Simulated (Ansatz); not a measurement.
**H2OSZn + HF: a complex and its separated parts**

Aim: how far the complex at one end of a reaction step lies below its separated, relaxed parts, level by level.

Computed with Ansatz 0.2.0, Gaussian basis. Level: PBE0-D4/def2-TZVP structures, single points in def2-TZVPP, no counterpoise correction.

Levels: SPW92, PBE-D4, BLYP-D4, r2SCAN-D4, B97M-V, PBE0-D4, B3LYP-D4, r2SCAN0-D4, BHLYP-D4, CAM-B3LYP-D4, wB97X-V, wB97M-V, B2PLYP, PBE-QIDH, RPA on PBE, Hartree-Fock, MP2, CCSD, CCSD(T).

Correlated methods freeze the cores. The 3s and 3p shells of Cu and Zn are frozen; filled d shells are correlated. B3LYP uses VWN-RPA correlation. B2PLYP carries no dispersion term here.

21 further runs of the same task are left out: 21 set aside as unsound or not needed.

## 1. Starting geometry

The complex: 7 atoms, charge 0, spin multiplicity 1.

Atoms are counted from 1 here; the program's logs count them from 0.

Bond lengths: Zn1–S2 2.197 Å, Zn1–O3 1.775 Å, S2–H6 1.345 Å, O3–H7 0.959 Å, H4–F5 0.947 Å. Angles: S2–Zn1–O3 174.0°, Zn1–S2–H6 93.3°, Zn1–O3–H7 115.0°.

Geometry (Å):

```
Zn    0.10657   -0.44921   -0.34999
S     0.24378   -0.47181    1.84262
O     0.10360   -0.58224   -2.11984
H    -1.06883    1.13406    1.04615
F    -1.37235    1.42281    0.19681
H     1.37246    0.25956    1.85601
H     0.61488   -1.31317   -2.47166
```

Its parts: H2OSZn holds atoms 1, 2, 3, 6, 7; HF holds atoms 4, 5. Each part counts its atoms afresh in its own runs.

## 2. Relaxing H2OSZn alone

File relax-a/in.yaml:

```yaml
crystal:
  periodic: [false, false, false]
  atoms:
    - {symbol: Zn, position_ang: [0.106567, -0.449210, -0.349989]}
    - {symbol: S, position_ang: [0.243776, -0.471814, 1.842616]}
    - {symbol: O, position_ang: [0.103602, -0.582240, -2.119843]}
    - {symbol: H, position_ang: [1.372458, 0.259563, 1.856013]}
    - {symbol: H, position_ang: [0.614879, -1.313173, -2.471655]}
basis:
  gaussian: {orbitals: def2-TZVP}
hamiltonian: {xc: pbe0, dispersion: d4}
relax: {f_tol: 0.005, max_steps: 200}
```

The command line of these runs was not kept.

After this run come: Relaxing HF alone; wB97M-V/def2-TZVPP; CCSD(T)/def2-TZVPP; Vibrations of H2OSZn; Vibrations of HF.

Before running it: what results should come out? Wanted: complex less parts, CCSD(T)/def2-TZVPP; with zero-point energy; largest T1 diagnostic.

The runs gave:

```
                              quantity         value
complex less parts, CCSD(T)/def2-TZVPP  -26.4 kJ/mol
                with zero-point energy  -18.8 kJ/mol
                 largest T1 diagnostic         0.016
```

In words: At CCSD(T) the complex lies 26.4 kJ/mol below its parts. The functionals run from B2PLYP, off by +0.9 kJ/mol, to SPW92, off by -28.6 kJ/mol, against CCSD(T). Mean unsigned error by rung: LDA 28.6, GGA 7.5, meta-GGA 8.2, hybrid 5.3, range-separated hybrid 6.4, double hybrid 1.5 kJ/mol. PBE-D4 gives a relative energy 10.2 kJ/mol too low, outside chemical accuracy (1 kcal/mol, 4.2 kJ/mol). No counterpoise was applied, and triple zeta lacks some correlation, so the CCSD(T) reference has a basis error of its own, and close matches with it are partly luck.
